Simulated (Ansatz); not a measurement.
# C2HCl3Hf: the cost of one run

The runs use Ansatz 0.2.0, Gaussian basis; RKS PBE0-D4/def2-TZVP.

Levels to be run: relaxation at PBE0-D4/def2-TZVP; harmonic vibrations at the same level.

1 further run of the same task is left out (set aside as unsound or not needed).

### Step 1. Starting geometry

SMILES `C#[C][Hf]([Cl])([Cl])[Cl]`, 7 atoms, charge 0, spin multiplicity 1.

Atoms are counted from 1 here; the program's logs count them from 0.

Bond lengths: C1–C2 1.208 Å, C1–H7 1.056 Å, C2–Hf3 2.189 Å, Hf3–Cl4 2.289 Å, Hf3–Cl5 2.289 Å, Hf3–Cl6 2.288 Å. Angles: C2–C1–H7 179.2°, C1–C2–Hf3 178.1°, C2–Hf3–Cl4 112.9°, C2–Hf3–Cl5 113.3°, C2–Hf3–Cl6 114.3°, Cl4–Hf3–Cl5 105.2°, Cl4–Hf3–Cl6 105.1°, Cl5–Hf3–Cl6 105.1°.

As a file:

```mol
C2HCl3Hf
  3D, bonds by distance, orders not assigned

  7  6  0  0  0  0  0  0  0  0999 V2000
    0.0510   -2.2534   -0.6788 C   0  0
   -0.0050   -1.0976   -0.3313 C   0  0
   -0.0342    0.9984    0.2995 Hf  0  0
    1.4411    1.4404    1.9924 Cl  0  0
    0.5223    2.4550   -1.3764 Cl  0  0
   -2.0633    1.7235    1.0702 Cl  0  0
    0.0881   -3.2664   -0.9755 H   0  0
  1  2  8  0
  2  3  8  0
  3  4  8  0
  3  5  8  0
  3  6  8  0
  1  7  8  0
M  END
```

The start is a GFN2-xTB geometry. Hf takes the def2 core potential; no spin-orbit term is included.

### Step 2. Optimising with PBE0-D4/def2-TZVP

File in.yaml:

```yaml
crystal:
  periodic: [false, false, false]
  atoms:
    - {symbol: C, position_ang: [0.051000, -2.253350, -0.678850]}
    - {symbol: C, position_ang: [-0.005040, -1.097570, -0.331350]}
    - {symbol: Hf, position_ang: [-0.034180, 0.998440, 0.299470]}
    - {symbol: Cl, position_ang: [1.441070, 1.440370, 1.992420]}
    - {symbol: Cl, position_ang: [0.522300, 2.454990, -1.376410]}
    - {symbol: Cl, position_ang: [-2.063260, 1.723500, 1.070220]}
    - {symbol: H, position_ang: [0.088110, -3.266370, -0.975500]}
basis:
  gaussian: {orbitals: def2-TZVP}
hamiltonian: {xc: pbe0, dispersion: d4}
relax: {f_tol: 0.005, max_steps: 150}
```

Run with:

```bash
ansatz run in.yaml --threads 4 --pin off --events-out ev --progress --plain --max-ram 10444MiB
```

Q: Estimate wall time and peak memory on 4 threads of Arm Neoverse V2, shared host.

About 43 s, with a peak of 0.74 GiB.
